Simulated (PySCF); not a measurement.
# CH₈SSeSi₂: core binding energies at several levels of theory

How much do the core binding energies of CH₈SSeSi₂ (`[SiH3]CS[SiH2][SeH]`) depend on the level of theory, and what does each level cost?

Programs: PySCF 2.14.0, with density-fitted response routines of our own. Each step states its level of theory. These are calculated values for one molecule in the gas phase, unless marked as measured. Atoms count from 0, in the outputs and in this text.

### 1 The starting structure

13 atoms, charge 0, multiplicity 1; geometry from: PBE0-D3(BJ)/def2-SVP.

Bonds of the start (Å): Si0–C1 1.89, C1–S2 1.84, S2–Si3 2.15, Si3–Se4 2.27, Si0–H5 1.50, Si0–H6 1.49, Si0–H7 1.50, C1–H8 1.10, C1–H9 1.10, Si3–H10 1.50, Si3–H11 1.49, Se4–H12 1.47.

### 2 X-ray photoelectron lines: SCAN, X2C

Job settings and geometry (Å):

```
{"job": {"kind": "xps"}, "charge": 0, "multiplicity": 1}
Si     1.725245    -0.100648     0.107580
C      0.399625     0.219758    -1.200453
S     -0.849497     1.437625    -0.631282
Si    -1.991853     0.252233     0.746372
Se    -4.107166     1.084224     0.788503
H      2.735770    -1.083724    -0.395603
H      2.402719     1.179154     0.463939
H      1.066291    -0.664640     1.325652
H      0.849762     0.663708    -2.102552
H     -0.096240    -0.712535    -1.516458
H     -1.914187    -1.163619     0.272089
H     -1.550731     0.325345     2.168827
H     -4.250705     0.966696    -0.672015
```

Method: delta-SCF UKS SCAN, pcX-2 on the ionised atom, pcseg-1 elsewhere, spin-free X2C.

Launch:

```
$ OMP_NUM_THREADS=1 python probes_run.py task.json out
```

One launch serves the whole session: the jobs run in the order shown.

Standard output:

```text
ground state, core basis on atom 0 (Si), 177 functions
  cycle   1  E = -3445.67941807  |g| = 3.63e-01
  cycle   2  E = -3445.64751387  |g| = 4.77e-01
  cycle   3  E = -3445.71906936  |g| = 7.26e-02
  cycle   4  E = -3445.72075388  |g| = 2.84e-02
  cycle   5  E = -3445.72102384  |g| = 7.04e-03
  cycle   6  E = -3445.72104195  |g| = 2.84e-03
  cycle   7  E = -3445.72104266  |g| = 8.04e-04
  cycle   8  E = -3445.72104138  |g| = 2.13e-04
  E(ground) = -3445.76644973 Eh
hole in Si 1s of atom 0
  cycle   1  E = -3376.78903356  |g| = 4.35e+00
  cycle   2  E = -3373.98491790  |g| = 2.82e+00
  cycle   3  E = -3360.83624411  |g| = 3.76e+00
  cycle   4  E = -3377.59994426  |g| = 5.82e-01
  cycle   5  E = -3377.74728322  |g| = 3.89e-01
  cycle   6  E = -3377.83969372  |g| = 1.29e-01
  cycle   7  E = -3377.85081612  |g| = 2.78e-02
  cycle   8  E = -3377.85135789  |g| = 1.01e-02
  cycle   9  E = -3377.85142465  |g| = 3.43e-03
  cycle  10  E = -3377.85143360  |g| = 1.54e-03
  cycle  11  E = -3377.85143186  |g| = 3.16e-04
  E(ion) = -3377.90504284 Eh   <S^2> = 0.7525   hole on atom = 1.000   binding energy = 1846.603 eV
hole in Si 2p of atom 0
  cycle   1  E = -3441.44773904  |g| = 1.23e+00
  cycle   2  E = -3439.25667909  |g| = 1.77e+00
  cycle   3  E = -3441.41391971  |g| = 6.73e-01
  cycle   4  E = -3441.75474963  |g| = 1.66e-01
  cycle   5  E = -3441.76131019  |g| = 1.50e-01
  cycle   6  E = -3441.77420887  |g| = 2.79e-02
  cycle   7  E = -3441.77463493  |g| = 8.95e-03
  cycle   8  E = -3441.77468466  |g| = 3.75e-03
  cycle   9  E = -3441.77469444  |g| = 9.77e-04
  cycle  10  E = -3441.77469433  |g| = 3.37e-04
  E(ion) = -3441.83212252 Eh   <S^2> = 0.7521   hole on atom = 1.002   binding energy = 107.058 eV
  2p3/2 = 106.855 eV   2p1/2 = 107.478 eV
ground state, core basis on atom 1 (C), 166 functions
  cycle   1  E = -3445.62850528  |g| = 6.06e-02
  cycle   2  E = -3445.62852738  |g| = 2.33e-02
  cycle   3  E = -3445.62860074  |g| = 1.80e-02
  cycle   4  E = -3445.62868371  |g| = 5.52e-03
  cycle   5  E = -3445.62868880  |g| = 4.97e-04
  E(ground) = -3445.71507715 Eh
hole in C 1s of atom 1
  cycle   1  E = -3434.34094763  |g| = 1.51e+00
  cycle   2  E = -3431.76172136  |g| = 2.40e+00
  cycle   3  E = -3434.53146747  |g| = 7.45e-01
  cycle   4  E = -3434.86784494  |g| = 3.24e-01
  cycle   5  E = -3434.92438754  |g| = 1.35e-01
  cycle   6  E = -3434.93388755  |g| = 3.12e-02
  cycle   7  E = -3434.93453498  |g| = 1.03e-02
  cycle   8  E = -3434.93460429  |g| = 5.00e-03
  cycle   9  E = -3434.93462497  |g| = 1.96e-03
  cycle  10  E = -3434.93463105  |g| = 8.96e-04
  cycle  11  E = -3434.93463058  |g| = 3.67e-04
  E(ion) = -3435.02194827 Eh   <S^2> = 0.7784   hole on atom = 1.000   binding energy = 290.975 eV
ground state, core basis on atom 2 (S), 177 functions
  cycle   1  E = -3445.77518168  |g| = 4.05e-01
  cycle   2  E = -3445.77495897  |g| = 4.53e-02
  cycle   3  E = -3445.77404403  |g| = 7.13e-02
  cycle   4  E = -3445.77553629  |g| = 5.39e-03
  cycle   5  E = -3445.77553667  |g| = 3.14e-03
  cycle   6  E = -3445.77554224  |g| = 3.09e-04
  E(ground) = -3445.84830307 Eh
hole in S 1s of atom 2
  cycle   1  E = -3353.53370434  |g| = 5.08e+00
  cycle   2  E = -3351.88651301  |g| = 2.63e+00
  cycle   3  E = -3343.97507380  |g| = 2.99e+00
  cycle   4  E = -3354.72673237  |g| = 2.63e-01
  cycle   5  E = -3354.71855703  |g| = 2.65e-01
  cycle   6  E = -3354.76528569  |g| = 6.38e-02
  cycle   7  E = -3354.76805375  |g| = 1.53e-02
  cycle   8  E = -3354.76819730  |g| = 6.17e-03
  cycle   9  E = -3354.76822359  |g| = 1.80e-03
  cycle  10  E = -3354.76822199  |g| = 7.15e-04
  cycle  11  E = -3354.76822208  |g| = 2.33e-04
  E(ion) = -3354.83241297 Eh   <S^2> = 0.7516   hole on atom = 1.000   binding energy = 2476.669 eV
hole in S 2p of atom 2
  cycle   1  E = -3439.09382544  |g| = 1.53e+00
  cycle   2  E = -3437.17766007  |g| = 1.87e+00
  cycle   3  E = -3438.93968222  |g| = 9.20e-01
  cycle   4  E = -3439.52800843  |g| = 1.84e-01
  cycle   5  E = -3439.53385744  |g| = 1.82e-01
  cycle   6  E = -3439.55251304  |g| = 3.08e-02
  cycle   7  E = -3439.55297910  |g| = 1.44e-02
  cycle   8  E = -3439.55311979  |g| = 4.03e-03
  cycle   9  E = -3439.55312684  |g| = 1.52e-03
  cycle  10  E = -3439.55313113  |g| = 6.76e-04
  cycle  11  E = -3439.55313241  |g| = 3.81e-04
  E(ion) = -3439.63261147 Eh   <S^2> = 0.7534   hole on atom = 1.001   binding energy = 169.138 eV
  2p3/2 = 168.889 eV   2p1/2 = 170.137 eV
ground state, core basis on atom 3 (Si), 177 functions
  cycle   1  E = -3445.72127105  |g| = 2.89e-01
  cycle   2  E = -3445.72105737  |g| = 5.07e-02
  cycle   3  E = -3445.72040084  |g| = 6.29e-02
  cycle   4  E = -3445.72156500  |g| = 1.07e-02
  cycle   5  E = -3445.72159532  |g| = 1.93e-03
  cycle   6  E = -3445.72159627  |g| = 2.45e-04
  E(ground) = -3445.76790722 Eh
hole in Si 1s of atom 3
  cycle   1  E = -3376.75243901  |g| = 4.35e+00
  cycle   2  E = -3375.91496755  |g| = 2.52e+00
  cycle   3  E = -3376.50635674  |g| = 1.28e+00
  cycle   4  E = -3377.67052767  |g| = 4.79e-01
  cycle   5  E = -3377.82167099  |g| = 1.09e-01
  cycle   6  E = -3377.82521875  |g| = 6.85e-02
  cycle   7  E = -3377.82827909  |g| = 1.98e-02
  cycle   8  E = -3377.82856377  |g| = 4.72e-03
  cycle   9  E = -3377.82858156  |g| = 1.79e-03
  cycle  10  E = -3377.82858615  |g| = 5.32e-04
  cycle  11  E = -3377.82858468  |g| = 3.75e-04
  E(ion) = -3377.88397349 Eh   <S^2> = 0.7530   hole on atom = 1.000   binding energy = 1847.216 eV
hole in Si 2p of atom 3
  cycle   1  E = -3441.41616878  |g| = 1.24e+00
  cycle   2  E = -3440.60631062  |g| = 1.56e+00
  cycle   3  E = -3441.55738217  |g| = 5.16e-01
  cycle   4  E = -3441.74184231  |g| = 1.53e-01
  cycle   5  E = -3441.75590967  |g| = 4.97e-02
  cycle   6  E = -3441.75741782  |g| = 1.90e-02
  cycle   7  E = -3441.75767050  |g| = 4.96e-03
  cycle   8  E = -3441.75768135  |g| = 1.64e-03
  cycle   9  E = -3441.75768543  |g| = 4.89e-04
  E(ion) = -3441.81592081 Eh   <S^2> = 0.7522   hole on atom = 1.003   binding energy = 107.539 eV
  2p3/2 = 107.364 eV   2p1/2 = 107.990 eV
```

Run time: 57 s. Hardware: 1 thread of Arm Neoverse V1, shared host; peak memory 0.64 GiB.

The holes in one table. −ε is the ground-state orbital energy:

```csv
hole,stands for,environment,ΔSCF (eV; 2p as the shell's mean),−ε (eV),⟨S²⟩
Si1s on Si0,Si0,"silicon bonded to C, 3 H",1846.60,1793.5,0.752
Si2p on Si0,Si0,"silicon bonded to C, 3 H",107.06,96.4,0.752
C1s on C1,C1,sp3 CH2 bonded to S and Si,290.97,274.8,0.778
S1s on S2,S2,"sulfur bonded to C, Si",2476.67,2415.0,0.752
S2p on S2,S2,"sulfur bonded to C, Si",169.31,158.1,0.753
Si1s on Si3,Si3,"silicon bonded to S, Se, 2 H",1847.22,1794.5,0.753
Si2p on Si3,Si3,"silicon bonded to S, Se, 2 H",107.57,97.3,0.752
```

With the spin-orbit splitting: Si0 2p3/2 106.85, 2p1/2 107.48 eV; S2 2p3/2 168.89, 2p1/2 170.14 eV; Si3 2p3/2 107.36, 2p1/2 107.99 eV. The table gives each 2p level as the mean over the whole 2p shell (two parts 2p3/2, one part 2p1/2), which differs a little from the single hole in the log.

### 3 X-ray photoelectron lines: B3LYP, X2C

The job, as its differences from that of step 2:

```diff
@@ -1,2 +1,2 @@
-{"job": {"kind": "xps"}, "charge": 0, "multiplicity": 1}
+{"job": {"kind": "xps", "xc": "B3LYP"}, "charge": 0, "multiplicity": 1}
 Si     1.725245    -0.100648     0.107580
```

Level: delta-SCF UKS B3LYP, pcX-2 on the ionised atom, pcseg-1 elsewhere, spin-free X2C.

Standard output:

```text
ground state, core basis on atom 0 (Si), 177 functions
  cycle   1  E = -3445.65564538  |g| = 3.15e-01
  cycle   2  E = -3445.64546758  |g| = 3.60e-01
  cycle   3  E = -3445.68771213  |g| = 4.61e-02
  cycle   4  E = -3445.68835485  |g| = 1.86e-02
  cycle   5  E = -3445.68845445  |g| = 5.48e-03
  cycle   6  E = -3445.68846494  |g| = 1.57e-03
  cycle   7  E = -3445.68846559  |g| = 2.73e-04
  E(ground) = -3445.69033529 Eh
hole in Si 1s of atom 0
  cycle   1  E = -3376.79572169  |g| = 4.39e+00
  cycle   2  E = -3375.16030771  |g| = 2.46e+00
  cycle   3  E = -3366.62792004  |g| = 2.92e+00
  cycle   4  E = -3377.77259044  |g| = 4.07e-01
  cycle   5  E = -3377.82470088  |g| = 2.86e-01
  cycle   6  E = -3377.87428910  |g| = 6.00e-02
  cycle   7  E = -3377.87688192  |g| = 1.39e-02
  cycle   8  E = -3377.87699263  |g| = 4.57e-03
  cycle   9  E = -3377.87700520  |g| = 1.60e-03
  cycle  10  E = -3377.87700700  |g| = 3.57e-04
  E(ion) = -3377.87881720 Eh   <S^2> = 0.7519   hole on atom = 1.000   binding energy = 1845.245 eV
hole in Si 2p of atom 0
  cycle   1  E = -3441.42408196  |g| = 1.22e+00
  cycle   2  E = -3439.76482525  |g| = 1.51e+00
  cycle   3  E = -3441.44813501  |g| = 6.18e-01
  cycle   4  E = -3441.73242406  |g| = 1.55e-01
  cycle   5  E = -3441.74714009  |g| = 1.19e-01
  cycle   6  E = -3441.75509698  |g| = 2.25e-02
  cycle   7  E = -3441.75535195  |g| = 6.79e-03
  cycle   8  E = -3441.75538161  |g| = 2.48e-03
  cycle   9  E = -3441.75538708  |g| = 5.15e-04
  cycle  10  E = -3441.75538722  |g| = 1.79e-04
  E(ion) = -3441.75721647 Eh   <S^2> = 0.7525   hole on atom = 1.002   binding energy = 107.026 eV
  2p3/2 = 106.824 eV   2p1/2 = 107.442 eV
ground state, core basis on atom 1 (C), 166 functions
  cycle   1  E = -3445.62247082  |g| = 4.47e-02
  cycle   2  E = -3445.62240654  |g| = 2.60e-02
  cycle   3  E = -3445.62250128  |g| = 1.91e-02
  cycle   4  E = -3445.62259883  |g| = 2.62e-03
  cycle   5  E = -3445.62260275  |g| = 2.55e-04
  E(ground) = -3445.62426118 Eh
hole in C 1s of atom 1
  cycle   1  E = -3434.34460238  |g| = 1.52e+00
  cycle   2  E = -3432.10298982  |g| = 2.34e+00
  cycle   3  E = -3434.66743954  |g| = 6.03e-01
  cycle   4  E = -3434.89018482  |g| = 2.49e-01
  cycle   5  E = -3434.92607643  |g| = 8.69e-02
  cycle   6  E = -3434.93006963  |g| = 1.85e-02
  cycle   7  E = -3434.93031261  |g| = 5.84e-03
  cycle   8  E = -3434.93033621  |g| = 1.96e-03
  cycle   9  E = -3434.93033856  |g| = 6.61e-04
  cycle  10  E = -3434.93034005  |g| = 2.48e-04
  E(ion) = -3434.93212459 Eh   <S^2> = 0.7631   hole on atom = 1.000   binding energy = 290.948 eV
ground state, core basis on atom 2 (S), 177 functions
  cycle   1  E = -3445.75729603  |g| = 2.23e-01
  cycle   2  E = -3445.75736464  |g| = 4.17e-02
  cycle   3  E = -3445.75732490  |g| = 3.26e-02
  cycle   4  E = -3445.75754196  |g| = 8.22e-03
  cycle   5  E = -3445.75756007  |g| = 1.51e-03
  cycle   6  E = -3445.75755995  |g| = 2.26e-04
  E(ground) = -3445.75953025 Eh
hole in S 1s of atom 2
  cycle   1  E = -3353.59929028  |g| = 5.14e+00
  cycle   2  E = -3352.14651291  |g| = 2.59e+00
  cycle   3  E = -3345.29183072  |g| = 2.83e+00
  cycle   4  E = -3354.79868516  |g| = 1.80e-01
  cycle   5  E = -3354.79939355  |g| = 1.77e-01
  cycle   6  E = -3354.82022993  |g| = 3.38e-02
  cycle   7  E = -3354.82101681  |g| = 7.38e-03
  cycle   8  E = -3354.82105116  |g| = 2.71e-03
  cycle   9  E = -3354.82105481  |g| = 9.79e-04
  cycle  10  E = -3354.82105575  |g| = 3.30e-04
  E(ion) = -3354.82299848 Eh   <S^2> = 0.7516   hole on atom = 1.000   binding energy = 2474.509 eV
hole in S 2p of atom 2
  cycle   1  E = -3439.10592410  |g| = 1.53e+00
  cycle   2  E = -3437.67689336  |g| = 1.78e+00
  cycle   3  E = -3439.19531037  |g| = 7.06e-01
  cycle   4  E = -3439.54070732  |g| = 1.34e-01
  cycle   5  E = -3439.54435972  |g| = 1.26e-01
  cycle   6  E = -3439.55264884  |g| = 1.91e-02
  cycle   7  E = -3439.55284077  |g| = 6.84e-03
  cycle   8  E = -3439.55287426  |g| = 1.80e-03
  cycle   9  E = -3439.55287434  |g| = 4.53e-04
  E(ion) = -3439.55480358 Eh   <S^2> = 0.7519   hole on atom = 1.001   binding energy = 168.839 eV
  2p3/2 = 168.541 eV   2p1/2 = 169.771 eV
ground state, core basis on atom 3 (Si), 177 functions
  cycle   1  E = -3445.68781036  |g| = 1.65e-01
  cycle   2  E = -3445.68784835  |g| = 3.87e-02
  cycle   3  E = -3445.68783066  |g| = 2.90e-02
  cycle   4  E = -3445.68802241  |g| = 7.72e-03
  cycle   5  E = -3445.68803889  |g| = 8.96e-04
  cycle   6  E = -3445.68803926  |g| = 1.31e-04
  E(ground) = -3445.69104310 Eh
hole in Si 1s of atom 3
  cycle   1  E = -3376.75779733  |g| = 4.39e+00
  cycle   2  E = -3376.40921431  |g| = 2.34e+00
  cycle   3  E = -3377.01384990  |g| = 1.07e+00
  cycle   4  E = -3377.74226587  |g| = 4.10e-01
  cycle   5  E = -3377.85377279  |g| = 6.65e-02
  cycle   6  E = -3377.85521174  |g| = 3.66e-02
  cycle   7  E = -3377.85604223  |g| = 8.38e-03
  cycle   8  E = -3377.85608709  |g| = 1.81e-03
  cycle   9  E = -3377.85608783  |g| = 4.86e-04
  E(ion) = -3377.85909902 Eh   <S^2> = 0.7521   hole on atom = 1.000   binding energy = 1845.801 eV
hole in Si 2p of atom 3
  cycle   1  E = -3441.38850173  |g| = 1.23e+00
  cycle   2  E = -3440.92875356  |g| = 1.36e+00
  cycle   3  E = -3441.62873987  |g| = 3.85e-01
  cycle   4  E = -3441.72986209  |g| = 1.03e-01
  cycle   5  E = -3441.73646808  |g| = 2.80e-02
  cycle   6  E = -3441.73695151  |g| = 7.36e-03
  cycle   7  E = -3441.73698777  |g| = 1.57e-03
  cycle   8  E = -3441.73698990  |g| = 6.85e-04
  cycle   9  E = -3441.73699204  |g| = 2.40e-04
  E(ion) = -3441.74004885 Eh   <S^2> = 0.7534   hole on atom = 1.002   binding energy = 107.512 eV
  2p3/2 = 107.265 eV   2p1/2 = 107.886 eV
```

Wall time 1.7 min (1 thread of Arm Neoverse V1, shared host); peak memory 0.81 GiB.

Binding energies by hole, beside the orbital energy of the ground state; the difference holds orbital relaxation and, for a density functional, its self-interaction error:

| hole | stands for | environment | ΔSCF (eV; 2p as the shell's mean) | −ε (eV) | ⟨S²⟩ |
| --- | --- | --- | --- | --- | --- |
| Si1s on Si0 | Si0 | silicon bonded to C, 3 H | 1845.25 | 1803.0 | 0.752 |
| Si2p on Si0 | Si0 | silicon bonded to C, 3 H | 107.03 | 98.9 | 0.752 |
| C1s on C1 | C1 | sp3 CH2 bonded to S and Si | 290.95 | 278.0 | 0.763 |
| S1s on S2 | S2 | sulfur bonded to C, Si | 2474.51 | 2425.2 | 0.752 |
| S2p on S2 | S2 | sulfur bonded to C, Si | 168.95 | 160.4 | 0.752 |
| Si1s on Si3 | Si3 | silicon bonded to S, Se, 2 H | 1845.80 | 1804.1 | 0.752 |
| Si2p on Si3 | Si3 | silicon bonded to S, Se, 2 H | 107.47 | 99.9 | 0.753 |

With the spin-orbit splitting: Si0 2p3/2 106.82, 2p1/2 107.44 eV; S2 2p3/2 168.54, 2p1/2 169.77 eV; Si3 2p3/2 107.27, 2p1/2 107.89 eV. The table gives each 2p level as the mean over the whole 2p shell (two parts 2p3/2, one part 2p1/2), which differs a little from the single hole in the log.

### 4 X-ray photoelectron lines: PBE0, X2C

The job, as its differences from that of step 3:

```diff
@@ -1,2 +1,2 @@
-{"job": {"kind": "xps", "xc": "B3LYP"}, "charge": 0, "multiplicity": 1}
+{"job": {"kind": "xps", "xc": "PBE0"}, "charge": 0, "multiplicity": 1}
 Si     1.725245    -0.100648     0.107580
```

Level: delta-SCF UKS PBE0, pcX-2 on the ionised atom, pcseg-1 elsewhere, spin-free X2C.

Standard output:

```text
ground state, core basis on atom 0 (Si), 177 functions
  cycle   1  E = -3444.83091115  |g| = 2.83e-01
  cycle   2  E = -3444.82887076  |g| = 2.94e-01
  cycle   3  E = -3444.85779673  |g| = 3.63e-02
  cycle   4  E = -3444.85819934  |g| = 1.44e-02
  cycle   5  E = -3444.85827161  |g| = 3.81e-03
  cycle   6  E = -3444.85827498  |g| = 1.20e-03
  cycle   7  E = -3444.85827477  |g| = 2.43e-04
  E(ground) = -3444.85937937 Eh
hole in Si 1s of atom 0
  cycle   1  E = -3375.99678489  |g| = 4.38e+00
  cycle   2  E = -3374.66956816  |g| = 2.27e+00
  cycle   3  E = -3368.94236548  |g| = 2.31e+00
  cycle   4  E = -3376.99799010  |g| = 3.64e-01
  cycle   5  E = -3377.03307939  |g| = 2.75e-01
  cycle   6  E = -3377.07667705  |g| = 4.56e-02
  cycle   7  E = -3377.07790021  |g| = 6.75e-03
  cycle   8  E = -3377.07792950  |g| = 2.28e-03
  cycle   9  E = -3377.07793036  |g| = 8.31e-04
  cycle  10  E = -3377.07793107  |g| = 2.31e-04
  E(ion) = -3377.07899191 Eh   <S^2> = 0.7520   hole on atom = 1.000   binding energy = 1844.398 eV
hole in Si 2p of atom 0
  cycle   1  E = -3440.60689381  |g| = 1.22e+00
  cycle   2  E = -3439.22440912  |g| = 1.43e+00
  cycle   3  E = -3440.68007578  |g| = 5.66e-01
  cycle   4  E = -3440.92039595  |g| = 1.35e-01
  cycle   5  E = -3440.93144135  |g| = 1.01e-01
  cycle   6  E = -3440.93715553  |g| = 1.89e-02
  cycle   7  E = -3440.93733455  |g| = 5.23e-03
  cycle   8  E = -3440.93735000  |g| = 1.92e-03
  cycle   9  E = -3440.93735307  |g| = 4.73e-04
  E(ion) = -3440.93842393 Eh   <S^2> = 0.7530   hole on atom = 1.002   binding energy = 106.695 eV
  2p3/2 = 106.494 eV   2p1/2 = 107.110 eV
ground state, core basis on atom 1 (C), 166 functions
  cycle   1  E = -3444.79375749  |g| = 5.92e-02
  cycle   2  E = -3444.79371501  |g| = 2.14e-02
  cycle   3  E = -3444.79371006  |g| = 2.21e-02
  cycle   4  E = -3444.79384803  |g| = 1.73e-03
  cycle   5  E = -3444.79384620  |g| = 1.96e-04
  E(ground) = -3444.79478717 Eh
hole in C 1s of atom 1
  cycle   1  E = -3433.53184580  |g| = 1.52e+00
  cycle   2  E = -3431.60664750  |g| = 2.22e+00
  cycle   3  E = -3433.89137187  |g| = 5.61e-01
  cycle   4  E = -3434.08723739  |g| = 2.15e-01
  cycle   5  E = -3434.11403549  |g| = 7.40e-02
  cycle   6  E = -3434.11695112  |g| = 1.49e-02
  cycle   7  E = -3434.11711599  |g| = 4.90e-03
  cycle   8  E = -3434.11713795  |g| = 1.84e-03
  cycle   9  E = -3434.11714210  |g| = 7.88e-04
  cycle  10  E = -3434.11714104  |g| = 2.62e-04
  E(ion) = -3434.11818895 Eh   <S^2> = 0.7675   hole on atom = 1.000   binding energy = 290.525 eV
ground state, core basis on atom 2 (S), 177 functions
  cycle   1  E = -3444.92889958  |g| = 2.78e-01
  cycle   2  E = -3444.92893386  |g| = 3.61e-02
  cycle   3  E = -3444.92884927  |g| = 3.41e-02
  cycle   4  E = -3444.92911121  |g| = 6.72e-03
  cycle   5  E = -3444.92912335  |g| = 1.08e-03
  cycle   6  E = -3444.92912492  |g| = 1.61e-04
  E(ground) = -3444.93047623 Eh
hole in S 1s of atom 2
  cycle   1  E = -3352.79105560  |g| = 5.14e+00
  cycle   2  E = -3351.61946449  |g| = 2.46e+00
  cycle   3  E = -3345.31211491  |g| = 2.70e+00
  cycle   4  E = -3353.99497607  |g| = 1.59e-01
  cycle   5  E = -3353.99857365  |g| = 1.46e-01
  cycle   6  E = -3354.01248878  |g| = 2.90e-02
  cycle   7  E = -3354.01301268  |g| = 5.76e-03
  cycle   8  E = -3354.01303525  |g| = 1.79e-03
  cycle   9  E = -3354.01303801  |g| = 4.55e-04
  E(ion) = -3354.01433136 Eh   <S^2> = 0.7517   hole on atom = 1.000   binding energy = 2473.954 eV
hole in S 2p of atom 2
  cycle   1  E = -3438.28192451  |g| = 1.52e+00
  cycle   2  E = -3438.08870533  |g| = 1.30e+00
  cycle   3  E = -3438.67050536  |g| = 2.87e-01
  cycle   4  E = -3438.72198752  |g| = 9.97e-02
  cycle   5  E = -3438.72781744  |g| = 4.02e-02
  cycle   6  E = -3438.72878661  |g| = 5.07e-03
  cycle   7  E = -3438.72880304  |g| = 1.63e-03
  cycle   8  E = -3438.72880486  |g| = 6.91e-04
  cycle   9  E = -3438.72880456  |g| = 1.76e-04
  E(ion) = -3438.73008359 Eh   <S^2> = 0.7523   hole on atom = 1.001   binding energy = 168.721 eV
  2p3/2 = 168.422 eV   2p1/2 = 169.648 eV
ground state, core basis on atom 3 (Si), 177 functions
  cycle   1  E = -3444.85829860  |g| = 2.09e-01
  cycle   2  E = -3444.85831763  |g| = 3.02e-02
  cycle   3  E = -3444.85827427  |g| = 2.73e-02
  cycle   4  E = -3444.85846606  |g| = 4.66e-03
  cycle   5  E = -3444.85847199  |g| = 6.59e-04
  cycle   6  E = -3444.85847108  |g| = 9.87e-05
  E(ground) = -3444.86062089 Eh
hole in Si 1s of atom 3
  cycle   1  E = -3375.95718947  |g| = 4.39e+00
  cycle   2  E = -3375.85789845  |g| = 2.16e+00
  cycle   3  E = -3376.40148758  |g| = 9.53e-01
  cycle   4  E = -3376.97712389  |g| = 3.37e-01
  cycle   5  E = -3377.05318837  |g| = 5.01e-02
  cycle   6  E = -3377.05406082  |g| = 2.66e-02
  cycle   7  E = -3377.05450170  |g| = 5.52e-03
  cycle   8  E = -3377.05451782  |g| = 1.26e-03
  cycle   9  E = -3377.05451874  |g| = 4.05e-04
  E(ion) = -3377.05666612 Eh   <S^2> = 0.7522   hole on atom = 1.000   binding energy = 1845.040 eV
hole in Si 2p of atom 3
  cycle   1  E = -3440.57008800  |g| = 1.23e+00
  cycle   2  E = -3440.24816031  |g| = 1.24e+00
  cycle   3  E = -3440.82848009  |g| = 3.50e-01
  cycle   4  E = -3440.91245214  |g| = 8.37e-02
  cycle   5  E = -3440.91683143  |g| = 2.27e-02
  cycle   6  E = -3440.91715051  |g| = 5.74e-03
  cycle   7  E = -3440.91717449  |g| = 1.28e-03
  cycle   8  E = -3440.91717566  |g| = 6.34e-04
  cycle   9  E = -3440.91717537  |g| = 2.49e-04
  E(ion) = -3440.91936284 Eh   <S^2> = 0.7543   hole on atom = 1.002   binding energy = 107.247 eV
  2p3/2 = 107.002 eV   2p1/2 = 107.620 eV
```

It took 99 s on 1 thread of Arm Neoverse V1, shared host; peak memory 0.81 GiB.

The holes in one table. −ε is the ground-state orbital energy:

| hole | stands for | environment | ΔSCF (eV; 2p as the shell's mean) | −ε (eV) | ⟨S²⟩ |
| --- | --- | --- | --- | --- | --- |
| Si1s on Si0 | Si0 | silicon bonded to C, 3 H | 1844.40 | 1806.8 | 0.752 |
| Si2p on Si0 | Si0 | silicon bonded to C, 3 H | 106.70 | 99.7 | 0.753 |
| C1s on C1 | C1 | sp3 CH2 bonded to S and Si | 290.53 | 279.5 | 0.768 |
| S1s on S2 | S2 | sulfur bonded to C, Si | 2473.95 | 2429.9 | 0.752 |
| S2p on S2 | S2 | sulfur bonded to C, Si | 168.83 | 161.6 | 0.752 |
| Si1s on Si3 | Si3 | silicon bonded to S, Se, 2 H | 1845.04 | 1807.9 | 0.752 |
| Si2p on Si3 | Si3 | silicon bonded to S, Se, 2 H | 107.21 | 100.7 | 0.754 |

With the spin-orbit splitting: Si0 2p3/2 106.49, 2p1/2 107.11 eV; S2 2p3/2 168.42, 2p1/2 169.65 eV; Si3 2p3/2 107.00, 2p1/2 107.62 eV. The table gives each 2p level as the mean over the whole 2p shell (two parts 2p3/2, one part 2p1/2), which differs a little from the single hole in the log.

[end of part 1 of 3]
